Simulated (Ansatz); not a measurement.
What does this script print? It uses Ansatz's Python interface.

`c2h5fnsb.py`:
```python
# -*- coding: utf-8 -*-
import warnings

import ansatz

GEOMETRY = """
C     0.64120    1.37940    0.54430
C     0.13700    0.23510    0.13640
N    -1.18360   -0.22080    0.52320
Sb    1.42360   -0.97300   -1.14440
F    -0.10320   -1.10280   -2.52190
H    -0.00500    2.07740    1.17050
H     1.59580    1.77120    0.22220
H    -1.45830   -1.13410    0.20380
H    -1.76130    0.37120    1.19680
H     0.79670   -2.45490   -0.32790
"""


def main():
    warnings.simplefilter("ignore", ansatz.DeckWarning)

    molecule = ansatz.Crystal.molecule()
    for line in GEOMETRY.strip().splitlines():
        symbol, *xyz = line.split()
        molecule = molecule.atom(symbol, [float(v) for v in xyz])

    setup = molecule.calculation().basis(gaussian="def2-SVP")
    for name in ["b3lyp", "pbe"]:
        for correction in ("d3bj", "d4"):
            data = setup.functional(name, dispersion=correction).run().report
            print(f"{name:8s} {correction:5s} total {data['free_energy_ev']:.5f} eV, of which dispersion {1000 * data['dispersion']['energy']['ev']:.2f} meV")


if __name__ == "__main__":
    main()
```

```console
$ python c2h5fnsb.py
b3lyp    d3bj  total -12896.66961 eV, of which dispersion -422.59 meV
b3lyp    d4    total -12896.62789 eV, of which dispersion -380.86 meV
pbe      d3bj  total -12887.04390 eV, of which dispersion -232.35 meV
pbe      d4    total -12887.04617 eV, of which dispersion -234.62 meV
```

Total energies depend on the basis set; only differences at equal settings carry meaning. The geometry is a force-field or estimated start, not a minimum of this method, and the basis set is short of its limit. D4 holds the three-body term, and d3bj doesn't. def2 sets replace the cores of elements past krypton by effective core potentials. b3lyp holds the VWN-RPA fit, as in Gaussian; the form of ORCA and Turbomole is b3lyp5. The whole script took 13 s on 1 thread of AMD EPYC 7B13 (Zen 3) (shared host), peak memory 0.29 GiB.
